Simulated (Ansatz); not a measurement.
# The cluster Si₃Se₃−: the relaxed shape and its frontier levels

What does the cluster Si₃Se₃− look like as a doublet, and where do its frontier electrons sit?

Computed with Ansatz 0.2.0, Gaussian basis. Level: UKS PBE0-D4/def2-TZVPD.

The runs, in order: a search for the lowest solution at PBE0-D4/def2-SVP; a single point at PBE0-D4/def2-TZVPD.

2 further runs of the same task are left out: 2 set aside as unsound or not needed.

## 1. The structure

The geometry is that of the doublet, from an earlier relaxation (PBE-D4/def2-SVPD). At that level it is the lowest of the isomers that a small search found.

6 atoms, charge -1, spin multiplicity 2.

Atoms are counted from 1 here; the program's logs count them from 0.

Bond lengths: Si1–Si3 2.339 Å, Si1–Se5 2.340 Å, Si2–Se5 2.337 Å, Si2–Se6 2.303 Å, Si3–Se4 2.170 Å, Si3–Se6 2.354 Å. Angles: Si3–Si1–Se5 97.5°, Se5–Si2–Se6 104.8°, Si1–Si3–Se4 127.2°, Si1–Si3–Se6 115.8°, Se4–Si3–Se6 117.0°, Si1–Se5–Si2 116.7°, Si2–Se6–Si3 105.3°.

The ion is computed in the gas phase, without counter-ions or solvent.

Bonds by kind at the end (by distance):

| bond | count | shortest (Å) | longest (Å) |
| --- | --- | --- | --- |
| Se–Si | 5 | 2.170 | 2.354 |
| Si–Si | 1 | 2.339 | 2.339 |

## 2. Searching for the lowest solution, PBE0-D4/def2-SVP

start.molden holds the orbitals of an earlier run on this state, given as this run's starting guess.

File in.yaml:

```yaml
crystal:
  periodic: [false, false, false]
  atoms:
    - {symbol: Si, position_ang: [1.412216, -1.130746, 1.005931]}
    - {symbol: Si, position_ang: [-1.277552, -1.140857, -1.928824]}
    - {symbol: Si, position_ang: [0.284138, 0.900351, 0.734209]}
    - {symbol: Se, position_ang: [0.558348, 2.716705, 1.888750]}
    - {symbol: Se, position_ang: [0.344874, -2.304837, -0.714261]}
    - {symbol: Se, position_ang: [-1.322024, 0.959383, -0.985805]}
basis:
  gaussian: {orbitals: def2-SVP, initial_orbitals: start.molden}
total_charge: -1
magnetization: {spin_polarized: true, initial_magnetization: 1}
hamiltonian: {xc: pbe0, dispersion: d4}
output: {orbitals: {seedname: orbitals}}
```

Started as:

```
> ansatz run in.yaml --threads 4 --pin off --events-out ev --progress --plain --max-ram 4787MiB
```

What it wrote:

```text
Functional definition: PBE0
  name "PBE0"
  cite "Adamo & Barone, J. Chem. Phys. 110, 6158 (1999) doi:10.1063/1.478522"
  cite "Perdew, Burke & Ernzerhof, Phys. Rev. Lett. 77, 3865 (1996) doi:10.1103/PhysRevLett.77.3865"
  parent pbe
  parameter a = 0.25
  parameter kappa = 0.804
  parameter beta = 0.06672455060314922
  exchange = (1 - a)*pbe_x(kappa = kappa, mu = beta*pi^2/3) + a*exact_x
  correlation = pbe_c(beta = beta)
1419 factors; integrals over basis functions are off by at most 8.8e-4 eV
mean field evaluation 1: about -219571.3241 eV, gradient 1.6e2 eV
mean field evaluation 2: about -219589.6048 eV, gradient 2.6e1 eV
mean field evaluation 4: about -219616.3604 eV, gradient 1.1e1 eV
mean field evaluation 8: about -219622.3948 eV, gradient 1.6e-1 eV
mean field evaluation 16: about -219622.3715 eV, gradient 1.2e0 eV
mean field evaluation 32: about -219622.3952 eV, gradient 8.0e-5 eV
mean field -219622.39519675 eV, -8070.9741580744 hartree, gradient 1.2e-5 eV, S^2 0.763840; 3 other end points of the search recorded, 0 dependent functions left out
reference -219622.39522244 eV, -8070.9741590185 hartree; 73, 72 occupied and 77, 78 virtual orbitals, 1419 factors
Total energy: -219622.84411070 eV, -8070.9906553579 hartree
```

Wall time 12 s (4 threads of Arm Neoverse V2, shared host); peak memory 0.77 GiB.

HOMO -1.51 eV, LUMO 0.50 eV (over both spins); ⟨S²⟩ 0.764 (pure: 0.75).

## 3. Single point, PBE0-D4/def2-TZVPD

in.yaml, as its differences from that of step 2:

```diff
@@ -10,3 +10,3 @@
 basis:
-  gaussian: {orbitals: def2-SVP, initial_orbitals: start.molden}
+  gaussian: {orbitals: def2-TZVPD, initial_orbitals: start.molden}
 total_charge: -1
@@ -14,2 +14,3 @@
 hamiltonian: {xc: pbe0, dispersion: d4}
+scf: {omitted_lower_state_checks: [starts]}
 output: {orbitals: {seedname: orbitals}}
```

The command is unchanged.

What it wrote, shortened:

```text
Functional definition: PBE0
  name "PBE0"
  cite "Adamo & Barone, J. Chem. Phys. 110, 6158 (1999) doi:10.1063/1.478522"
  cite "Perdew, Burke & Ernzerhof, Phys. Rev. Lett. 77, 3865 (1996) doi:10.1103/PhysRevLett.77.3865"
  parent pbe
[...]
2247 factors; their error is unknown
the host lacks memory for fits, so the integrals are decomposed
1892 factors; integrals over basis functions are off by at most 4.8e-4 eV
[...]
mean field -219654.68580187 eV, -8072.1608159253 hartree, gradient 7.4e-5 eV, S^2 0.764072; 0 other end points of the search recorded, 0 dependent functions left out
reference -219654.68584901 eV, -8072.1608176577 hartree; 73, 72 occupied and 227, 228 virtual orbitals, 1892 factors
Total energy: -219655.13473728 eV, -8072.1773139971 hartree
Checks for a lower state left out: starts
```

Wall time 21 s (4 threads of Arm Neoverse V2, shared host); peak memory 1.6 GiB.

HOMO -1.72 eV, LUMO 0.32 eV (over both spins); ⟨S²⟩ 0.764 (pure: 0.75).

Mulliken charges, from this run's orbitals:

| atom | value (e) |
| --- | --- |
| Si1 | -0.29 |
| Si2 | -0.14 |
| Si3 | 0.45 |
| Se4 | -0.65 |
| Se5 | -0.12 |
| Se6 | -0.25 |

Mulliken spin populations:

| atom | value (e) |
| --- | --- |
| Si1 | 0.59 |
| Si2 | 0.20 |
| Si3 | 0.15 |
| Se4 | 0.18 |
| Se5 | -0.08 |
| Se6 | -0.05 |

Largest Mayer bond orders: Si3–Se4 1.56; Si2–Se6 1.14; Si2–Se5 1.04; Si1–Se5 0.95; Si1–Si3 0.93; Si3–Se6 0.82; Si1–Si2 0.17.

## 4. Summary of results

| quantity | value |
| --- | --- |
| point group | Cs |
| commonest bond | Se–Si, 5 of mean length 2.301 Å |
| HOMO, LUMO at PBE0-D4/def2-TZVPD (over both spins) | -1.72, 0.32 eV |
| ⟨S²⟩ | 0.764 |

What this shows: No usable vibrations, so a minimum isn't proven. Whether this spin is the lowest isn't tested here.
